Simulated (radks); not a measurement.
# La⁺ in [Xe] 5d2: an all-electron calculation

The task here is to estimate one member of a computed series from the others.

Method: non-relativistic Kohn-Sham, PBEsol, spin-unpolarised, spherical densities, point nucleus. Code: radks (a radial shooting solver on a logarithmic mesh, Libxc functionals) version 1.

**What is computed**

- element: lanthanum (Z = 57)
- charge: +1
- electrons: 56
- configuration: [Xe] 5d2

The outer shells:

La⁺
```
[Xe] core
5d [↑ ][↑ ][  ][  ][  ]
```

Set-up of the first run:

Settings of this run:

```text
Z 57
configuration [Xe] 5d2 6s0 4f0 6p0 6d0
relativity non-relativistic
functional pbe_sol,pbe_sol
spin unpolarised
nucleus point
```

One table of the session follows, with a row left open; its other results are not shown here.

It belongs to the step «Orbitals and density». Sizes of the orbitals, from the radial functions (bohr):

```
level      <r>  outermost maximum (interpolated)  90 % within  nodes
   1s  0.02665                            0.0177       0.0474      0
   2s   0.1143                            0.0972        0.175      1
   2p  0.09713                            0.0759        0.157      0
   3s   0.2999                             0.275        0.439      2
   3p   0.2899                             0.261        0.433      1
   3d   0.2606                             0.211        0.407      0
   4s   0.6843                             0.636        0.982      3
   4p   0.7060                             0.648         1.03      2
   4d        ?                                 ?            ?      ?
   5s    1.632                              1.47         2.35      4
   5p    1.838                              1.61         2.68      3
   4f    1.095                             0.721         1.88      0
   5d    2.801                              2.19         4.36      2
   6s    4.351                              3.82         6.31      5
   6p    5.394                              4.71         7.86      4
```

Q: Estimate the row for 4d from the others.

As computed: <r>: 0.7638; outermost maximum (interpolated): 0.670; 90 % within: 1.15; nodes: 1. In the column «<r>» it lies between 4p (0.7060) and 4f (1.095).

To keep in mind: Relativity is left out here, which matters for elements this heavy. Spin polarisation and multiplet splitting are left out.
